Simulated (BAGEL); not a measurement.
**HF/def2-SVP (density fitting with qzvpp-jkfit) run of GaHCl2O (SMILES [OH][Ga]([Cl])[Cl])**

What is the energy change on altering one bond length of GaHCl2O at HF/def2-SVP (density fitting with qzvpp-jkfit)? 

The calculation is run with BAGEL 1.2.2.

## (1) Starting point

GaHCl2O has 5 atoms, charge 0, and is taken as a singlet. As SMILES, `[OH][Ga]([Cl])[Cl]`. The shape is that of a PBE0-D4/def2-TZVP optimisation.

Bond lengths: O1–Ga2 1.765 Å, Ga2–Cl3 2.109 Å, Ga2–Cl4 2.123 Å, O1–H5 0.961 Å. Angles: O1–Ga2–Cl3 118.8°, O1–Ga2–Cl4 120.6°, Cl3–Ga2–Cl4 120.6°, Ga2–O1–H5 112.9°.

## (2) The energy at HF/def2-SVP (density fitting with qzvpp-jkfit)

Input file calc.json:

```json
{ "bagel" : [

{
  "title" : "molecule",
  "basis" : "svp",
  "df_basis" : "qzvpp-jkfit",
  "angstrom" : true,
  "geometry" : [
    { "atom" : "O", "xyz" : [    0.254500,    1.354600,    0.245900 ] },
    { "atom" : "Ga", "xyz" : [    0.118500,   -0.394500,    0.056800 ] },
    { "atom" : "Cl", "xyz" : [    1.500000,   -1.634900,    1.057700 ] },
    { "atom" : "Cl", "xyz" : [   -1.407900,   -1.236300,   -1.155800 ] },
    { "atom" : "H", "xyz" : [   -0.415200,    1.837400,   -0.246000 ] }
  ]
},
{ "title" : "hf" },
{ "title" : "print", "file" : "orbitals.molden", "orbitals" : true }

]}
```

The run is started by

```sh
BAGEL_NUM_THREADS=1 BAGEL calc.json > calc.out
```

Log:

```text
* using 1 threads per process

  ===============================================================
  ===============================================================

  *** Geometry ***

  { "atom" : "O", "xyz" : [      0.480935,      2.559823,      0.464684 ] },
  { "atom" : "Ga", "xyz" : [      0.223933,     -0.745497,      0.107336 ] },
  { "atom" : "Cl", "xyz" : [      2.834589,     -3.089513,      1.998763 ] },
  { "atom" : "Cl", "xyz" : [     -2.660545,     -2.336268,     -2.184145 ] },
  { "atom" : "H", "xyz" : [     -0.784614,      3.472183,     -0.464873 ] },

  Number of auxiliary basis functions:      617

  Since a DF basis is specified, we compute 2- and 3-index integrals:
    o Being stored without compression. Storage requirement is 0.037 GB

  Number of basis functions:       87
  Number of electrons      :       74

    * METHOD: MOLECULE                             0.42

  *** RHF ***

  === Nuclear Repulsion ===
   438.6842562153

      * DIIS with orbital gradients will be used.

  === RHF iteration (svp) ===
      0      -2917.06626542          0.01781958           0.19
      1      -2917.16139634          0.01345880           0.19
      2      -2917.24699966          0.00088386           0.19
      3      -2917.24770501          0.00029696           0.19
      4      -2917.24778725          0.00005123           0.19
      5      -2917.24779016          0.00001588           0.19
      6      -2917.24779043          0.00000738           0.19
      7      -2917.24779050          0.00000191           0.19
      8      -2917.24779050          0.00000047           0.19
      9      -2917.24779050          0.00000014           0.19
     10      -2917.24779050          0.00000005           0.19
     11      -2917.24779050          0.00000002           0.19
     12      -2917.24779050          0.00000001           0.19
    * SCF iteration converged.

    * Permanent dipole moment:
           (    0.428901,    -0.363720,     0.312648) a.u.

    * METHOD: HF                                   2.81

    * METHOD: PRINT                                0.02

  ===============================================================
```

Wall time 3.6 s (1 thread of Arm Neoverse V1, shared host); peak memory 0.17 GiB.

## (3) The distorted shape at the same level

Input file input.json:

```json
{ "bagel": [

{
  "title": "molecule",
  "basis": "svp",
  "df_basis": "qzvpp-jkfit",
  "angstrom": "true",
  "geometry": [
    { "atom": "O", "xyz": [    0.589329,    1.113215,    0.491835 ] },
    { "atom": "Ga", "xyz": [    0.453329,   -0.635885,    0.302735 ] },
    { "atom": "Cl", "xyz": [    1.834829,   -1.876285,    1.303635 ] },
    { "atom": "Cl", "xyz": [   -1.073071,   -1.477685,   -0.909865 ] },
    { "atom": "H", "xyz": [   -0.415200,    1.837400,   -0.246000 ] }
  ]
},
{
  "title": "hf"
},
{
  "title": "print",
  "file": "orbitals.molden",
  "orbitals": "true"
}

]}
```

The run is started by

```sh
BAGEL_NUM_THREADS=1 BAGEL input.json > input.out
```

Log:

```text
* using 1 threads per process

  ===============================================================
  ===============================================================

  *** Geometry ***

  { "atom" : "O", "xyz" : [      1.113670,      2.103671,      0.929433 ] },
  { "atom" : "Ga", "xyz" : [      0.856668,     -1.201648,      0.572086 ] },
  { "atom" : "Cl", "xyz" : [      3.467324,     -3.545665,      2.463513 ] },
  { "atom" : "Cl", "xyz" : [     -2.027810,     -2.792420,     -1.719396 ] },
  { "atom" : "H", "xyz" : [     -0.784614,      3.472183,     -0.464873 ] },

  Number of auxiliary basis functions:      617

  Since a DF basis is specified, we compute 2- and 3-index integrals:
    o Being stored without compression. Storage requirement is 0.037 GB

  Number of basis functions:       87
  Number of electrons      :       74

    * METHOD: MOLECULE                             0.41

  *** RHF ***

  === Nuclear Repulsion ===
   435.9813410252

      * DIIS with orbital gradients will be used.

  === RHF iteration (svp) ===
      0      -2916.91223559          0.01917462           0.20
      1      -2916.96427768          0.01821721           0.19
      2      -2917.13791529          0.00139071           0.19
      3      -2917.13989496          0.00055037           0.18
      4      -2917.14027821          0.00019400           0.18
      5      -2917.14032377          0.00007880           0.18
      6      -2917.14033055          0.00002835           0.18
      7      -2917.14033192          0.00000441           0.18
      8      -2917.14033196          0.00000197           0.19
      9      -2917.14033197          0.00000100           0.19
     10      -2917.14033197          0.00000032           0.19
     11      -2917.14033197          0.00000012           0.19
     12      -2917.14033197          0.00000005           0.19
     13      -2917.14033197          0.00000002           0.19
     14      -2917.14033197          0.00000001           0.19
     15      -2917.14033197          0.00000000           0.19
    * SCF iteration converged.

    * Permanent dipole moment:
           (    0.536535,    -0.485685,     0.389599) a.u.

    * METHOD: HF                                   3.36

    * METHOD: PRINT                                0.02

  ===============================================================
```

Wall time 4.2 s (1 thread of Arm Neoverse V1, shared host); peak memory 0.17 GiB.

## (4) What came out

Level: HF/def2-SVP (density fitting with qzvpp-jkfit).

| quantity | value |
| --- | --- |
| first shape: total energy | -2917.24779 Eh |
| first shape: dipole moment | 1.64 D |
| first shape: HOMO energy | -12.64 eV |
| first shape: LUMO energy | 2.07 eV |
| first shape: HOMO–LUMO gap | 14.70 eV |
| distorted shape: total energy | -2917.14033 Eh |
| distorted shape: dipole moment | 2.09 D |
| distorted shape: HOMO energy | -12.56 eV |
| distorted shape: LUMO energy | 1.32 eV |
| distorted shape: HOMO–LUMO gap | 13.89 eV |
| energy change with the O1–H5 bond stretched from 0.961 to 1.442 Å | 2.924 eV |

What this shows: With the O1–H5 bond stretched from 0.961 to 1.442 Å the energy rises by 2.92 eV (282 kJ/mol). The first shape isn't relaxed at this level, so the change isn't measured from a minimum.
